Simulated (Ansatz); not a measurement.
# ScBiTe3S: the cost of one run

Method: DFT PBE, scalar-relativistic, plane waves, PAW, in Ansatz 0.2.0.

## 1. Starting point

The structure is hexagonal, space group P-6m2 (No. 187). The conventional cell has a = 6.563 Å, b = 6.563 Å, c = 4.826 Å, α = 90.00°, β = 90.00°, γ = 120.00°. Around Sc (site symmetry -6m2) lie 3 Bi at 3.79 Å and 3 S at 3.79 Å and 12 Te at 4.07 Å. Around Bi (site symmetry -6m2) lie 6 Te at 3.06 Å. Around Te (site symmetry mm2) lie 2 Bi at 3.06 Å and 2 S at 3.07 Å and 4 Te at 3.27 to 3.30 Å and 4 Sc at 4.07 Å. Around S (site symmetry -6m2) lie 6 Te at 3.07 Å and 3 Sc at 3.79 Å and 3 Bi at 3.79 Å.

Coordinates:

```cif
data_structure
_symmetry_space_group_name_H-M 'P 1'
_symmetry_Int_Tables_number 1
_cell_length_a 6.5633
_cell_length_b 6.5633
_cell_length_c 4.8256
_cell_angle_alpha 90.000
_cell_angle_beta 90.000
_cell_angle_gamma 120.000
_cell_volume 180.02
loop_
_atom_site_label
_atom_site_type_symbol
_atom_site_fract_x
_atom_site_fract_y
_atom_site_fract_z
_atom_site_occupancy
Sc1 Sc 0.66667 0.33333 0.00000 1
Bi1 Bi 0.33333 0.66667 0.00000 1
Te1 Te 0.66505 0.83253 0.50000 1
Te2 Te 0.16747 0.83253 0.50000 1
Te3 Te 0.16747 0.33495 0.50000 1
S1 S 0.00000 0.00000 0.00000 1
```

The cell is invented: species swapped into a database cell of LaAlCuNi3 (P-6m2, No. 187), with Sc on the La sites, S on the Al sites, Bi on the Cu sites and Te on the Ni sites. Lengths come from tabulated atomic sizes and are only a guess.

## 2. The guess as it stands, on a coarse mesh

Contents of input.yaml:

```yaml
crystal:
  lattice:
    - [6.56325795, 0.0, 0.0]
    - [-3.28162898, 5.68394812, 0.0]
    - [0.0, 0.0, 4.82560747]
  atoms:
    - { symbol: Sc, position: [0.66666667, 0.33333333, 0.0] }
    - { symbol: Bi, position: [0.33333333, 0.66666667, 0.0] }
    - { symbol: Te, position: [0.66505067, 0.83252533, 0.5] }
    - { symbol: Te, position: [0.16747467, 0.83252533, 0.5] }
    - { symbol: Te, position: [0.16747467, 0.33494933, 0.5] }
    - { symbol: S, position: [0.0, 0.0, 0.0] }
basis:
  ecutwfc: 420
kpoints:
  mp_grid: { grid: [3, 3, 4] }
hamiltonian:
  xc: pbe
scf:
  occupations: { method: gaussian, width: 0.1 }
  lower_state_search: "off"
output:
  forces: true
  stress: true
  eigenvalues: true
```

Run with:

```
ansatz run input.yaml --threads 1 --pin off --max-ram 2560MiB --backend cpu --events-out ev --progress --plain --runs-dir out
```

What time and memory should one allow on 1 thread of Intel Xeon 6975P-C (Granite Rapids), shared host?

About 3.7 s, with a peak of 0.47 GiB.
